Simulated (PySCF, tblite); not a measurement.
# 2-vinylthiophene: dynamics, then NMR shifts on frames

Aim: move 2-vinylthiophene (`C=Cc1cccs1`) away from its starting geometry and see how NMR shifts follow the geometry.

Computed with tblite 0.8.0 and PySCF 2.14.0, with density-fitted response routines of our own, on a single molecule in the gas phase. Atoms are numbered from 0 throughout.

## (1) The starting structure

13 atoms, charge 0, multiplicity 1; geometry from: GFN2-xTB.

Bonds of the start (Å): C0–C1 1.33, C1–C2 1.44, C2–C3 1.37, C3–C4 1.41, C4–C5 1.36, C5–S6 1.72, S6–C2 1.74, C0–H7 1.08, C0–H8 1.08, C1–H9 1.08, C3–H10 1.08, C4–H11 1.08, C5–H12 1.07.

## (2) Thermal motion with GFN2-xTB

Job settings and geometry (Å):

```
{"job": {"kind": "md", "xc": "GFN2-xTB", "basis": "xTB", "temperature": 300, "steps": 2000, "every": 50, "frames": 5}, "charge": 0, "multiplicity": 1}
C     -2.191597    -0.779204     1.169159
C     -1.607087    -0.313144     0.069970
C     -0.204976    -0.018488    -0.056095
C      0.447078     0.460867    -1.161347
C      1.828937     0.644178    -0.960067
C      2.221163     0.304568     0.295246
S      0.912142    -0.247363     1.259512
H     -1.626182    -0.970911     2.066247
H     -3.246675    -0.983271     1.207906
H     -2.189152    -0.126081    -0.823913
H     -0.053099     0.674517    -2.089603
H      2.500641     1.012457    -1.715236
H      3.204419     0.342361     0.720494
```

With the program's defaults for keys left out, this is: GFN2-xTB Langevin dynamics, gas phase.

Started as:

```sh
$ OMP_NUM_THREADS=1 python probes_run.py task.json out
```

This one command runs all jobs of the session in turn.

The program printed:

```text
t/fs     T/K      E/eV
    0.0   250.0   -519.75355
   25.0   210.6   -519.51252
   50.0   173.1   -519.38853
   75.0   195.9   -519.43355
  100.0   324.9   -519.49995
  125.0   327.8   -519.40245
  150.0   202.7   -519.24683
  175.0   314.2   -519.38274
  200.0   423.1   -519.39988
  225.0   318.6   -519.12629
  250.0   306.5   -519.25983
  275.0   243.5   -519.39361
  300.0   271.5   -519.42134
  325.0   126.9   -519.22125
  350.0   283.4   -519.56436
  375.0   244.0   -519.44295
  400.0   210.8   -519.37651
  425.0   270.9   -519.39110
  450.0   326.7   -519.36129
  475.0   415.8   -519.44269
  500.0   371.7   -519.24304
  525.0   399.5   -519.37146
  550.0   387.1   -519.29507
  575.0   474.8   -519.45742
  600.0   283.0   -519.08498
  625.0   435.7   -519.41552
  650.0   312.1   -519.15885
  675.0   396.0   -519.38918
  700.0   492.1   -519.14718
  725.0   510.8   -519.37676
  750.0   331.5   -519.16840
  775.0   207.0   -519.10266
  800.0   444.8   -519.39587
  825.0   328.4   -519.22360
  850.0   353.1   -519.32496
  875.0   283.9   -519.24967
  900.0   321.8   -519.40658
  925.0   322.7   -519.29880
  950.0   350.0   -519.29356
  975.0   316.6   -519.37544
 1000.0   224.2   -519.13849
```

Run time: 11 s. Hardware: 1 thread of Arm Neoverse V1, shared host; peak memory 0.18 GiB.

Distance from the start (root mean square after alignment): 0 fs 0.00 Å, 200 fs 0.15 Å, 400 fs 0.15 Å, 600 fs 0.17 Å, 800 fs 0.11 Å, 1000 fs 0.17 Å.

Positions (Å) and forces (eV/Å) at 1000 fs:

```xyz
13

C    -1.356   -2.305    2.371   -0.182   -1.316   -0.531
C    -1.851   -1.210    1.800    1.147   -0.448    0.210
C    -1.259   -0.487    0.727   -0.190    0.053   -0.993
C    -1.801    0.600    0.063    0.083   -0.028    1.551
C    -0.938    1.263   -0.812    0.325   -0.065    0.023
C     0.219    0.478   -0.919   -1.192    1.922   -1.082
S     0.267   -0.895    0.049    0.197   -0.392    0.142
H    -0.602   -2.885    1.785   -0.548    0.475    1.023
H    -1.866   -2.782    3.236    0.735    0.444   -0.834
H    -2.591   -0.661    2.276   -1.496    0.704    0.785
H    -2.740    0.932    0.452   -0.401    0.465   -0.285
H    -1.206    2.309   -1.189    0.804   -1.971    0.123
H     0.935    0.614   -1.687    0.720    0.158   -0.133
```

## (3) Nuclear shieldings: 250 fs, PBE0/pcSseg-1

Job settings and geometry (Å):

```
{"job": {"kind": "nmr", "xc": "PBE0", "basis": "pcSseg-1", "pop": false}, "charge": 0, "multiplicity": 1}
C     -2.489400    -0.859100     1.391700
C     -1.777200    -0.017900     0.701000
C     -0.444100     0.055300     0.304200
C      0.028100     0.869400    -0.735200
C      1.387300     0.708800    -0.958800
C      1.979200    -0.043900    -0.015900
S      0.912300    -0.818200     1.030700
H     -2.189900    -1.791900     1.778300
H     -3.556900    -0.657100     1.463800
H     -2.284200     0.912900     0.418500
H     -0.614700     1.377800    -1.414400
H      1.835900     1.273800    -1.748000
H      3.065800    -0.058900     0.160700
```

Method: GIAO PBE0/pcSseg-1 NMR shielding, non-relativistic, gas phase.

The program printed:

```text
coarse grid: 11864 points
cycle   1  E = -629.8340940189  dE =  1.370e+00  |g| = 3.945e-01  |ddm| = 3.734e+00
cycle   2  E = -629.8176691527  dE =  1.642e-02  |g| = 4.649e-01  |ddm| = 8.893e-01
cycle   3  E = -629.8746366073  dE = -5.697e-02  |g| = 8.953e-02  |ddm| = 5.628e-01
cycle   4  E = -629.8768195843  dE = -2.183e-03  |g| = 3.026e-02  |ddm| = 1.449e-01
cycle   5  E = -629.8770374665  dE = -2.179e-04  |g| = 1.116e-02  |ddm| = 3.532e-02
cycle   6  E = -629.8770692389  dE = -3.177e-05  |g| = 2.664e-03  |ddm| = 1.351e-02
cycle   7  E = -629.8770709179  dE = -1.679e-06  |g| = 9.804e-04  |ddm| = 3.923e-03
final grid: 111232 points
cycle   8  E = -629.9215998777  dE = -1.769e-05  |g| = 9.454e-03  |ddm| = 3.369e-02
cycle   9  E = -629.9215718533  dE =  2.802e-05  |g| = 1.372e-02  |ddm| = 2.527e-02
cycle  10  E = -629.9216223111  dE = -5.046e-05  |g| = 2.051e-03  |ddm| = 1.767e-02
cycle  11  E = -629.9216234727  dE = -1.162e-06  |g| = 3.124e-04  |ddm| = 2.370e-03
cycle  12  E = -629.9216234956  dE = -2.295e-08  |g| = 1.049e-04  |ddm| = 4.215e-04
cycle  13  E = -629.9216234979  dE = -2.271e-09  |g| = 4.699e-05  |ddm| = 1.502e-04
cycle  14  E = -629.9216234984  dE = -5.743e-10  |g| = 1.658e-05  |ddm| = 6.250e-05
converged SCF energy = -629.9216234984

GIAO shielding tensors (ppm)
atom      isotropic    diamagn.    paramagn.     s11        s22        s33       span
  0 C       77.922     252.600    -174.679    -15.309     81.192    167.881    183.190
  1 C       53.264     250.136    -196.872    -55.535     63.402    151.926    207.462
  2 C       27.292     263.588    -236.296    -36.137      0.350    117.663    153.799
  3 C       46.781     253.265    -206.483    -34.766     33.519    141.590    176.356
  4 C       57.169     253.731    -196.562    -24.982     41.454    155.035    180.017
  5 C       57.296     260.407    -203.110    -28.262     55.670    144.481    172.743
  6 S      292.814    1056.973    -764.160    132.090    294.597    451.754    319.665
  7 H       26.791      31.987      -5.196     24.488     25.193     30.693      6.205
  8 H       26.644      26.879      -0.234     24.110     25.320     30.504      6.394
  9 H       24.502      30.250      -5.749     20.257     24.486     28.762      8.505
 10 H       24.696      33.277      -8.582     22.583     24.032     27.473      4.890
 11 H       24.734      30.927      -6.193     21.876     25.625     26.701      4.825
 12 H       24.381      29.293      -4.912     20.758     24.748     27.638      6.881
```

Run time: 21 s. Hardware: 1 thread of Arm Neoverse V1, shared host; peak memory 0.72 GiB.

Shifts follow as δ = σ(reference) − σ, with reference shieldings (ppm) from runs at the same level and on the same kind of geometry: 1H TMS 31.72, 13C TMS 186.9, 33S CS2 504. The references are single molecules in the gas phase. Each atom is listed at this fixed geometry, with no averaging over motion; a spectrum would average atoms that exchange fast.

| atoms | environment | σ (ppm) | δ (ppm) |
| --- | --- | --- | --- |
| C2 | substituted aromatic carbon next to the ring sulfur | 27.3 | 159.6 |
| C3 | aromatic CH | 46.8 | 140.1 |
| C1 | alkene CH | 53.3 | 133.7 |
| C4 | aromatic CH | 57.2 | 129.8 |
| C5 | aromatic CH next to the ring sulfur | 57.3 | 129.6 |
| C0 | terminal =CH2 carbon | 77.9 | 109.0 |
| H12 | hydrogen on an aromatic CH next to the ring sulfur | 24.38 | 7.34 |
| H9 | hydrogen on an alkene CH | 24.50 | 7.22 |
| H10 | hydrogen on an aromatic CH | 24.70 | 7.02 |
| H11 | hydrogen on an aromatic CH | 24.73 | 6.98 |
| H8 | hydrogen on a terminal =CH2 carbon | 26.64 | 5.07 |
| H7 | hydrogen on a terminal =CH2 carbon | 26.79 | 4.93 |
| S6 | aromatic ring sulfur | 293 | 211 |

Ring of atoms C2, C3, C4, C5, S6: NICS(0) -11.3, NICS(1) -10.5, NICS(1)zz -24.6 ppm (means of both faces).

Orbitals, density, ELF and potential are computed afterwards from the orbital file.

Frontier orbitals at PBE0/pcSseg-1, with the share of their density that lies nearest to each atom:

| orbital | energy (eV) | lies on |
| --- | --- | --- |
| HOMO | -6.25 | C0, C2, C5 about 20 % each; C3 10 %; C1, C4 about 7 % each |
| LUMO | -1.26 | C0, C2, C5 about 15 % each; S6 15 %; C3 12 % |

ELF in a plane through or near 11 of the atoms.

Ten even steps from '0' (0.00) to '9' (1.00):
```
0000000000000000000000000000
0000000000000000000000000000
0000000000000000000000000000
0000000000057500000000000000
0000000000199940000000000000
0000003300299950186100000000
0000189971289820799200000000
0000399995722520798104750000
0000289982833854565149991000
0000026742557728547589994000
0000000279603427767439992000
0000013543446874245256530000
0000189975561272016996100000
0000399996726454007997100000
0000189972262586103885000000
0000026510179986100120000000
0000000000057863000000000000
0000000000013320000000000000
0000000000000000000000000000
0000000000000000000000000000
```
The map spans 12.3 Å across and 9.1 Å up, centred on the molecule. Atoms in the plane (x, y in Å): C0 (2.6, -0.4), C1 (1.5, 0.3), C2 (0.2, 0.0), C3 (-0.9, 0.9), C4 (-2.1, 0.4), C5 (-2.1, -1.0), S6 (-0.6, -1.6), H8 (3.6, 0.2), H10 (-0.7, 2.0), H11 (-3.0, 1.0), H12 (-3.0, -1.6).

On the surface of density 0.002 e/bohr³ the electrostatic potential runs, from the 1st to the 99th percentile, from -0.67 V near C0 to 1.01 V near H12.

## (4) Shielding tensors: 425 fs, PBE0/pcSseg-1

Job settings and geometry (Å):

```
{"job": {"kind": "nmr", "xc": "PBE0", "basis": "pcSseg-1", "pop": false}, "charge": 0, "multiplicity": 1}
C     -2.471200    -1.264100     2.019500
C     -1.988700    -0.342800     1.159000
C     -0.676600    -0.144400     0.615100
C     -0.302700     0.949600    -0.199400
C      1.049100     0.844600    -0.576300
C      1.715600    -0.148300     0.032100
S      0.642300    -1.217500     0.898500
H     -1.873300    -2.038900     2.472100
H     -3.467200    -1.126000     2.250300
H     -2.690200     0.405900     0.852000
H     -0.891200     1.835300    -0.296500
H      1.490800     1.604300    -1.134800
H      2.762700    -0.388400    -0.008400
```

Level: GIAO PBE0/pcSseg-1 NMR shielding, non-relativistic, gas phase.

The program printed:

```text
coarse grid: 11864 points
cycle   1  E = -629.8447140494  dE =  1.232e+00  |g| = 3.632e-01  |ddm| = 3.692e+00
cycle   2  E = -629.8319940766  dE =  1.272e-02  |g| = 4.250e-01  |ddm| = 8.126e-01
cycle   3  E = -629.8792221105  dE = -4.723e-02  |g| = 8.818e-02  |ddm| = 5.131e-01
cycle   4  E = -629.8813192992  dE = -2.097e-03  |g| = 2.974e-02  |ddm| = 1.380e-01
cycle   5  E = -629.8815254115  dE = -2.061e-04  |g| = 1.239e-02  |ddm| = 3.635e-02
cycle   6  E = -629.8815647665  dE = -3.935e-05  |g| = 3.039e-03  |ddm| = 1.364e-02
cycle   7  E = -629.8815670648  dE = -2.298e-06  |g| = 1.104e-03  |ddm| = 4.299e-03
final grid: 111232 points
cycle   8  E = -629.9269055597  dE = -2.099e-05  |g| = 9.658e-03  |ddm| = 3.218e-02
cycle   9  E = -629.9268784583  dE =  2.710e-05  |g| = 1.371e-02  |ddm| = 2.504e-02
cycle  10  E = -629.9269287244  dE = -5.027e-05  |g| = 2.184e-03  |ddm| = 1.758e-02
cycle  11  E = -629.9269301304  dE = -1.406e-06  |g| = 3.473e-04  |ddm| = 2.627e-03
cycle  12  E = -629.9269301607  dE = -3.024e-08  |g| = 9.386e-05  |ddm| = 4.078e-04
cycle  13  E = -629.9269301625  dE = -1.804e-09  |g| = 2.793e-05  |ddm| = 8.231e-05
cycle  14  E = -629.9269301626  dE = -1.789e-10  |g| = 1.196e-05  |ddm| = 4.210e-05
converged SCF energy = -629.9269301626

GIAO shielding tensors (ppm)
atom      isotropic    diamagn.    paramagn.     s11        s22        s33       span
  0 C       69.612     253.985    -184.373    -42.087     83.026    167.897    209.984
  1 C       43.461     249.106    -205.646    -77.102     54.372    153.112    230.213
  2 C       27.330     264.108    -236.778    -43.660      2.268    123.381    167.041
  3 C       47.169     252.424    -205.255    -30.272     36.732    135.046    165.318
  4 C       57.551     251.847    -194.295    -25.885     36.659    161.880    187.765
  5 C       52.281     259.270    -206.989    -34.104     54.922    136.025    170.129
  6 S      291.791    1057.613    -765.821    125.463    287.006    462.905    337.441
  7 H       25.660      31.483      -5.823     22.797     23.696     30.487      7.689
  8 H       26.912      28.171      -1.259     23.917     25.425     31.395      7.478
  9 H       24.724      31.297      -6.573     21.713     23.256     29.203      7.490
 10 H       24.487      32.908      -8.421     22.127     24.042     27.293      5.165
 11 H       25.291      31.791      -6.500     22.729     25.661     27.485      4.756
 12 H       24.520      30.901      -6.381     21.506     24.619     27.434      5.929
```

Run time: 14 s. Hardware: 1 thread of Arm Neoverse V1, shared host; peak memory 0.74 GiB.

In short: δ C2 159.6, C1 143.5, C3 139.8, C5 134.6, H10 7.23, H12 7.20 ppm.

[end of part 1 of 2]
